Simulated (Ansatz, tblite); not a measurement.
**C₁₂H₁₀O₄S₂: a ladder of methods and basis sets**

How do method and basis change the picture of C₁₂H₁₀O₄S₂ (singlet)?

The runs use Ansatz 0.2.0, Gaussian basis; as each input shows.

Plan: GFN1-xTB, GFN2-xTB, PBE-D4/def2-TZVP, r2SCAN-D4/def2-TZVP, PBE-D4/def2-SVP, PBE0-D4/def2-SVP.

1 further run of the same task is left out (set aside as unsound or not needed).

## (1) The relaxed structure

The geometry is that of the singlet, from an earlier relaxation (PBE-D4/def2-SVP).

SMILES `c1sc(-c2scc3c2OCCO3)c2c1OCCO2`, 28 atoms, charge 0, spin multiplicity 1.

Bond lengths: C1–S2 1.733 Å, C1–C14 1.382 Å, C1–H19 1.095 Å, S2–C3 1.756 Å, C3–C4 1.444 Å, C3–C13 1.392 Å, C4–S5 1.756 Å, C4–C8 1.392 Å, S5–C6 1.733 Å, C6–C7 1.382 Å, C6–H20 1.095 Å, C7–C8 1.438 Å, C7–O12 1.367 Å, C8–O9 1.364 Å, O9–C10 1.428 Å, C10–C11 1.523 Å, C10–H21 1.115 Å, C10–H22 1.108 Å and more. Angles: S2–C1–C14 111.1°, S2–C1–H19 121.5°, C14–C1–H19 127.5°, C1–S2–C3 92.9°, S2–C3–C4 121.4°, S2–C3–C13 109.8°, C4–C3–C13 128.8°, C3–C4–S5 121.4°, C3–C4–C8 128.8°, S5–C4–C8 109.8°, C4–S5–C6 92.9°, S5–C6–C7 111.1°, S5–C6–H20 121.5°, C7–C6–H20 127.5°, C6–C7–C8 113.0°, C6–C7–O12 124.6°, C8–C7–O12 122.4°, C4–C8–C7 113.3° and more.

Geometry (Å):

```mol
C12H10O4S2
  3D, bonds by distance, orders not assigned

 28 31  0  0  0  0  0  0  0  0999 V2000
   -2.9632    2.2661    0.8849 C   0  0
   -1.4258    3.0251    0.6304 S   0  0
   -0.6953    1.5446    0.0322 C   0  0
    0.6876    1.5013   -0.3804 C   0  0
    1.4112    2.8129   -1.2966 S   0  0
    2.9529    2.0241   -1.3736 C   0  0
    2.9140    0.7953   -0.7430 C   0  0
    1.6292    0.4984   -0.1699 C   0  0
    1.3916   -0.6393    0.5446 O   0  0
    2.3716   -1.6449    0.2842 C   0  0
    3.7784   -1.0650    0.3523 C   0  0
    3.9745   -0.0611   -0.6466 O   0  0
   -1.6317    0.5152    0.0539 C   0  0
   -2.9179    0.9271    0.5469 C   0  0
   -3.9741    0.0658    0.6472 O   0  0
   -3.7730   -1.1357   -0.1012 C   0  0
   -2.3635   -1.6788    0.0948 C   0  0
   -1.3883   -0.7530   -0.3863 O   0  0
   -3.8240    2.8294    1.2597 H   0  0
    3.8108    2.4934   -1.8662 H   0  0
    2.1945   -2.0953   -0.7203 H   0  0
    2.2345   -2.4293    1.0543 H   0  0
    4.5368   -1.8504    0.1646 H   0  0
    3.9564   -0.6336    1.3652 H   0  0
   -3.9522   -0.9434   -1.1850 H   0  0
   -4.5280   -1.8624    0.2581 H   0  0
   -2.2222   -2.6159   -0.4788 H   0  0
   -2.1847   -1.8903    1.1748 H   0  0
  1  2  8  0
  1 14  8  0
  1 19  8  0
  2  3  8  0
  3  4  8  0
  3 13  8  0
  4  5  8  0
  4  8  8  0
  5  6  8  0
  6  7  8  0
  6 20  8  0
  7  8  8  0
  7 12  8  0
  8  9  8  0
  9 10  8  0
 10 11  8  0
 10 21  8  0
 10 22  8  0
 11 12  8  0
 11 23  8  0
 11 24  8  0
 13 14  8  0
 13 18  8  0
 14 15  8  0
 15 16  8  0
 16 17  8  0
 16 25  8  0
 16 26  8  0
 17 18  8  0
 17 27  8  0
 17 28  8  0
M  END
```

PBE0-D4/def2-TZVP was run before; its log isn't repeated, and its numbers join the tables.

## (2) GFN1-xTB

Tight binding, by tblite at 300 K electronic temperature and without a spin-polarisation term:

```python
tblite.interface.Calculator('GFN1-xTB', numbers, positions, charge=0, uhf=0).singlepoint()
```

Energy -1549.6373 eV, HOMO -10.33 eV, LUMO -7.58 eV; 0.044 s.

## (3) GFN2-xTB

Tight binding, by tblite at 300 K electronic temperature and without a spin-polarisation term:

```python
tblite.interface.Calculator('GFN2-xTB', numbers, positions, charge=0, uhf=0).singlepoint()
```

Energy -1457.0411 eV, HOMO -9.83 eV, LUMO -7.20 eV; 0.037 s.

## (4) PBE-D4/def2-TZVP

start.molden holds the orbitals of an earlier run on this state, given as this run's starting guess.

Input file in.yaml:

```yaml
crystal:
  periodic: [false, false, false]
  atoms:
    - {symbol: C, position_ang: [-2.963240, 2.266086, 0.884888]}
    - {symbol: S, position_ang: [-1.425822, 3.025068, 0.630387]}
    - {symbol: C, position_ang: [-0.695297, 1.544553, 0.032151]}
    - {symbol: C, position_ang: [0.687599, 1.501303, -0.380421]}
    - {symbol: S, position_ang: [1.411243, 2.812864, -1.296634]}
    - {symbol: C, position_ang: [2.952890, 2.024062, -1.373626]}
    - {symbol: C, position_ang: [2.913955, 0.795272, -0.742993]}
    - {symbol: C, position_ang: [1.629218, 0.498386, -0.169864]}
    - {symbol: O, position_ang: [1.391612, -0.639288, 0.544591]}
    - {symbol: C, position_ang: [2.371638, -1.644887, 0.284151]}
    - {symbol: C, position_ang: [3.778398, -1.065008, 0.352328]}
    - {symbol: O, position_ang: [3.974499, -0.061141, -0.646617]}
    - {symbol: C, position_ang: [-1.631653, 0.515185, 0.053859]}
    - {symbol: C, position_ang: [-2.917895, 0.927111, 0.546916]}
    - {symbol: O, position_ang: [-3.974148, 0.065780, 0.647160]}
    - {symbol: C, position_ang: [-3.773001, -1.135736, -0.101215]}
    - {symbol: C, position_ang: [-2.363545, -1.678793, 0.094770]}
    - {symbol: O, position_ang: [-1.388316, -0.753003, -0.386321]}
    - {symbol: H, position_ang: [-3.824048, 2.829419, 1.259745]}
    - {symbol: H, position_ang: [3.810796, 2.493351, -1.866203]}
    - {symbol: H, position_ang: [2.194473, -2.095344, -0.720269]}
    - {symbol: H, position_ang: [2.234478, -2.429254, 1.054302]}
    - {symbol: H, position_ang: [4.536843, -1.850382, 0.164595]}
    - {symbol: H, position_ang: [3.956396, -0.633621, 1.365152]}
    - {symbol: H, position_ang: [-3.952200, -0.943359, -1.184983]}
    - {symbol: H, position_ang: [-4.528029, -1.862428, 0.258138]}
    - {symbol: H, position_ang: [-2.222170, -2.615915, -0.478798]}
    - {symbol: H, position_ang: [-2.184665, -1.890291, 1.174799]}
basis:
  gaussian: {orbitals: def2-TZVP, fitting: {mean_field: def2-universal-jkfit}, initial_orbitals: start.molden}
hamiltonian: {xc: pbe, dispersion: d4}
scf: {omitted_lower_state_checks: [starts]}
output: {orbitals: {seedname: orbitals}}
```

Run with:

```bash
ansatz run in.yaml --threads 2 --pin off --events-out ev --progress --plain --max-ram 32768MiB --backend cuda --devices 0, --max-vram 18GiB
```

Further steps of the session: r2SCAN-D4/def2-TZVP; PBE-D4/def2-SVP; PBE0-D4/def2-SVP.

**Question.** What will the summary of the whole plan be? Wanted: gap in def2-TZVP, named functionals, smallest and largest; binding an atom, functionals in def2-TZVP; PBE0 total energy, smallest basis above largest.

**Answer**, as computed:

| quantity | value |
| --- | --- |
| gap in def2-TZVP, named functionals, smallest and largest | 2.93 eV (PBE-D4), 4.58 eV (PBE0-D4) |
| binding an atom, functionals in def2-TZVP | 4.85 (r2SCAN-D4) to 5.04 eV (PBE-D4) |
| PBE0 total energy, smallest basis above largest | 30.37 eV (def2-SVP, def2-TZVP) |

**Reading.** Over the named functionals in def2-TZVP the gap runs from 2.93 eV (PBE-D4) to 4.58 eV (PBE0-D4); exact exchange widens it.
